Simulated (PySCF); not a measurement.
# BCNClOF (SMILES O=C=NB(F)Cl): CAM-B3LYP/aug-cc-pVDZ

Aim: the vertical ionisation energy of BCNClOF at CAM-B3LYP/aug-cc-pVDZ, from 2 runs. 

The results are computed with PySCF 2.14.0.

2 further runs of the same task are left out: 2 set aside as unsound or not needed.

### Step 1. The system as given

BCNClOF: 6 atoms, total charge 0, spin state singlet. SMILES: `O=C=NB(F)Cl`. Geometry: relaxed at PBE0-D4/def2-TZVP. This is one conformer, not always the lowest.

Bond lengths: O1–C2 1.156 Å, C2–N3 1.204 Å, N3–B4 1.411 Å, B4–F5 1.314 Å, B4–Cl6 1.751 Å. Angles: O1–C2–N3 175.5°, C2–N3–B4 144.0°, N3–B4–F5 119.1°, N3–B4–Cl6 122.4°, F5–B4–Cl6 118.5°.

### Step 2. The energy at CAM-B3LYP/aug-cc-pVDZ

Contents of calc.py:

```python
from pyscf import gto, dft

system = gto.Mole()
system.atom = '''
O   -1.302300  -2.201900   0.522300
C   -0.638500  -1.256000   0.487600
N    0.081500  -0.292400   0.538600
B    0.530100   0.836400  -0.179100
F    1.398800   1.646900   0.382500
Cl  -0.027600   1.203000  -1.798000
'''
system.charge = 0
system.basis = 'aug-cc-pvdz'
system.spin = 0
system.verbose = 4
system.max_memory = 1860
system.build()

calc0 = dft.RKS(system)
calc0.xc = 'cam-b3lyp'
calc0.conv_tol = 1e-10
calc0.grids.level = 4
calc0.kernel()
if not calc0.converged:
    calc0 = calc0.newton().run(calc0.mo_coeff, calc0.mo_occ)

e_tot = calc0.e_tot
print(f'total energy: {e_tot:.8f} hartree')
```

The run is started by

```console
$ OMP_NUM_THREADS=1 python calc.py
```

The program printed:

```text
PySCF version 2.14.0

[... 78 lines left out ...]
converged SCF energy = -753.074413071876
total energy: -753.07441307 hartree
```

It took 64 s on 1 thread of Arm Neoverse V1, shared host; peak memory 0.91 GiB.

### Step 3. The doublet cation at the same level

Contents of run.py:

```python
from pyscf import gto, dft

molecule = gto.M(
    atom=[
    ('O', (-1.302300, -2.201900, 0.522300)),
    ('C', (-0.638500, -1.256000, 0.487600)),
    ('N', (0.081500, -0.292400, 0.538600)),
    ('B', (0.530100, 0.836400, -0.179100)),
    ('F', (1.398800, 1.646900, 0.382500)),
    ('Cl', (-0.027600, 1.203000, -1.798000)),
],
    spin=1,
    verbose=3,
    charge=1,
    max_memory=1860,
    basis='aug-cc-pvdz',
)

mf = dft.UKS(molecule, xc='cam-b3lyp')
mf.conv_tol = 1e-10
mf.grids.level = 4
mf.kernel()
if not mf.converged:
    mf = mf.newton().run(mf.mo_coeff, mf.mo_occ)

e_final = mf.e_tot
print('E(%s) = %.9f' % ('CAM-B3LYP', e_final))
```

The run is started by

```console
$ OMP_NUM_THREADS=1 python run.py
```

The program printed:

```text
converged SCF energy = -752.639268426182  <S^2> = 0.76502163  2S+1 = 2.0149656
E(CAM-B3LYP) = -752.639268426
```

It took 2.3 min on 1 thread of Arm Neoverse V1, shared host; peak memory 0.92 GiB.

### Step 4. Results

Level: CAM-B3LYP/aug-cc-pVDZ.

```
                                          quantity          value
                     singlet BCNClOF: total energy  -753.07441 Eh
                    singlet BCNClOF: dipole moment         0.09 D
                      singlet BCNClOF: HOMO energy      -10.76 eV
                      singlet BCNClOF: LUMO energy       -0.27 eV
                    singlet BCNClOF: HOMO–LUMO gap       10.49 eV
                      doublet cation: total energy  -752.63927 Eh
doublet cation: HOMO energy (highest over α and β)      -17.09 eV
 doublet cation: LUMO energy (lowest over α and β)      -12.93 eV
                              doublet cation: ⟨S²⟩          0.765
vertical ionisation energy (to the doublet cation)      11.841 eV
```

What this shows: The vertical ionisation energy comes to 11.84 eV (1142 kJ/mol). −ε(HOMO) before ionisation, 10.76 eV, is 1.08 eV below this ionisation energy. Mulliken charges (singlet BCNClOF) run from -0.38 on F5 to +0.42 on B4; in a basis this large or diffuse they mean little. Mulliken charges (doublet cation) run from -0.29 on F5 to +0.52 on B4; in a basis this large or diffuse they mean little.
